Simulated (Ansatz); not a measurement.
Crystal: LiPb.

```xyz
2
Lattice="2.4935 1.4396 2.0627 -2.4935 1.4396 2.0627 0.0000 -2.8792 2.0627" Properties=species:S:1:pos:R:3 pbc="T T T"
Pb    0.0000    0.0000    0.0000
Li    0.0000    0.0000    3.0940
```

Base run:

```yaml
Program: Ansatz 0.2.0
Functional: RPBE
Potentials_or_basis: all-electron LAPW, scalar-relativistic
Cutoff: 149 eV (chosen from the basis error)
Basis_error_allowed: 0.001 eV/atom
k_mesh: 8 × 8 × 8
Occupations: fermi-dirac, width 0.05 eV
Spin: no spin polarisation
```

Its results: pressure 2.3 GPa.

Problem. The run is repeated on the same cell with these changes: functional from RPBE to PBE. What comes out?

Solution. Pressure 1.0 GPa.

PBE binds more tightly than RPBE, so the same cell stands under less pressure.
